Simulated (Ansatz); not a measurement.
# B3LYP/6-31G(d) (Cartesian functions) run of CH4GeO2 (SMILES O=C[O][GeH3])

Aim: the energy change on altering one bond length of CH4GeO2 at B3LYP/6-31G* (Cartesian functions), from 2 runs. 

The calculation is run with Ansatz 0.2.0.

53 further runs of the same task are left out: 53 set aside as unsound or not needed. Runs told in other sessions of the task aren't counted.

**1. The structure to begin with**

CH4GeO2 has 8 atoms, charge 0, and is taken as a singlet. SMILES: `O=C[O][GeH3]`. The coordinates come from a PBE0-D4/def2-TZVP relaxation. This is one conformer, not always the lowest.

Bond lengths: O1–C2 1.203 Å, C2–O3 1.318 Å, O3–Ge4 1.840 Å, C2–H5 1.101 Å, Ge4–H6 1.528 Å, Ge4–H7 1.528 Å, Ge4–H8 1.531 Å. Angles: O1–C2–O3 124.7°, C2–O3–Ge4 113.7°, O1–C2–H5 123.7°, O3–C2–H5 111.6°, O3–Ge4–H6 108.6°, O3–Ge4–H7 108.6°, O3–Ge4–H8 100.3°, H6–Ge4–H7 113.7°, H6–Ge4–H8 112.4°, H7–Ge4–H8 112.4°.

**2. A single-point energy at B3LYP/6-31G(d) (Cartesian functions)**

run.yaml

```yaml
crystal:
  periodic: [false, false, false]
  atoms:
    - {symbol: O, position_ang: [1.249800, -0.737800, 1.111600]}
    - {symbol: C, position_ang: [1.395900, 0.277800, 0.484100]}
    - {symbol: O, position_ang: [0.493200, 0.797800, -0.322800]}
    - {symbol: Ge, position_ang: [-1.061900, -0.180000, -0.421000]}
    - {symbol: H, position_ang: [2.310300, 0.889700, 0.516800]}
    - {symbol: H, position_ang: [-1.700900, -0.218500, 0.966900]}
    - {symbol: H, position_ang: [-0.732900, -1.562300, -0.983900]}
    - {symbol: H, position_ang: [-1.861500, 0.676100, -1.407500]}
basis:
  gaussian: {orbitals: "6-31G*"}
accuracy: high
hamiltonian: {xc: {name: B3LYP}}
output: {orbitals: {seedname: orbitals}}
```

Started as:

```console
$ ansatz run run.yaml --threads 1 --pin off --max-ram 2610MiB --events-out events.jsonl --progress --plain --runs-dir runs
```

The log of the run:

```text
Warning: RAYON_NUM_THREADS=1 ignored (pool sized by the plan → 1); use --threads N
Functional definition: B3LYP
  name "B3LYP"
  parameter a0 = 0.2
  parameter ax = 0.72
  parameter ac = 0.81
  exchange = (1 - a0 - ax)*slater_x + ax*b88_x + a0*exact_x
  correlation = (1 - ac)*vwn_rpa_c + ac*lyp_c
1859 factors; integrals over basis functions are off by at most 4.7e-9 eV
mean field evaluation 1: about -61703.3390 eV, gradient 5.5e1 eV
mean field evaluation 2: about -61694.0986 eV, gradient 9.0e1 eV
mean field evaluation 4: about -61708.1262 eV, gradient 7.3e0 eV
mean field evaluation 8: about -61708.3220 eV, gradient 3.1e-1 eV
mean field evaluation 16: about -61708.3222 eV, gradient 1.6e-5 eV
mean field -61708.32217535 eV, -2267.7390125409 hartree, gradient 8.9e-8 eV, S^2 0.000000; 0 other end points of the search recorded, 0 dependent functions left out
reference -61708.32221483 eV, -2267.7390139920 hartree; 29, 29 occupied and 59, 59 virtual orbitals, 1859 factors
Total energy: -61708.32221483 eV, -2267.7390139920 hartree
```

Run time: 9.6 s. Hardware: 1 thread of Arm Neoverse V2, shared host; peak memory 0.3 GiB.

**3. The distorted shape at the same level**

molecule.yaml

```yaml
crystal:
  periodic: [false, false, false]
  atoms:
    - {symbol: O, position_ang: [2.493920, 0.044465, 1.190163]}
    - {symbol: C, position_ang: [2.640020, 1.060065, 0.562663]}
    - {symbol: O, position_ang: [1.737320, 1.580065, -0.244237]}
    - {symbol: Ge, position_ang: [-1.061900, -0.180000, -0.421000]}
    - {symbol: H, position_ang: [3.554420, 1.671965, 0.595363]}
    - {symbol: H, position_ang: [-1.700900, -0.218500, 0.966900]}
    - {symbol: H, position_ang: [-0.732900, -1.562300, -0.983900]}
    - {symbol: H, position_ang: [-1.861500, 0.676100, -1.407500]}
basis:
  gaussian: {orbitals: "6-31G*"}
total_charge: 0
hamiltonian: {xc: {name: B3LYP}}
accuracy: high
output: {orbitals: {seedname: orbitals}}
```

Started as:

```console
$ ansatz run molecule.yaml --threads 1 --pin off --max-ram 2610MiB --events-out events.jsonl --progress --plain --runs-dir runs
```

The log of the run, shortened:

```text
Warning: RAYON_NUM_THREADS=1 ignored (pool sized by the plan → 1); use --threads N
[... 7 set-up lines as earlier in the session ...]
1756 factors; integrals over basis functions are off by at most 7.2e-9 eV
mean field evaluation 1: about -61696.3092 eV, gradient 6.4e1 eV
mean field evaluation 2: about -61462.0429 eV, gradient 2.0e2 eV
mean field evaluation 4: about -61699.3987 eV, gradient 4.9e1 eV
mean field evaluation 8: about -61704.7085 eV, gradient 1.1e0 eV
mean field evaluation 16: about -61704.8100 eV, gradient 1.3e-2 eV
mean field -61704.81000551 eV, -2267.6099426802 hartree, gradient 2.7e-8 eV, S^2 0.000000; 0 other end points of the search recorded, 0 dependent functions left out
reference -61704.81004847 eV, -2267.6099442588 hartree; 29, 29 occupied and 59, 59 virtual orbitals, 1756 factors
Total energy: -61704.81004847 eV, -2267.6099442588 hartree
```

It took 8.4 s on 1 thread of Arm Neoverse V2, shared host; peak memory 0.28 GiB.

**4. Results**

At B3LYP/6-31G* (Cartesian functions):

```
                                                          quantity           value
                                         first shape: total energy  -2267.73901 Eh
                                          first shape: HOMO energy        -7.77 eV
                                          first shape: LUMO energy        -0.17 eV
                                        first shape: HOMO–LUMO gap         7.60 eV
                                     distorted shape: total energy  -2267.60994 Eh
                                      distorted shape: HOMO energy        -6.43 eV
                                      distorted shape: LUMO energy        -4.62 eV
                                    distorted shape: HOMO–LUMO gap         1.81 eV
energy change with the O3–Ge4 bond stretched from 1.840 to 3.311 Å        3.512 eV
```

In words: One bond (distorted shape) is far stretched, which a spin-restricted single reference describes badly; a broken-symmetry solution may lie lower. With the O3–Ge4 bond stretched from 1.840 to 3.311 Å the energy rises by 3.51 eV (339 kJ/mol). The first shape isn't relaxed at this level, so the change isn't measured from a minimum. A restricted reference can't describe the breaking bond well at this length.
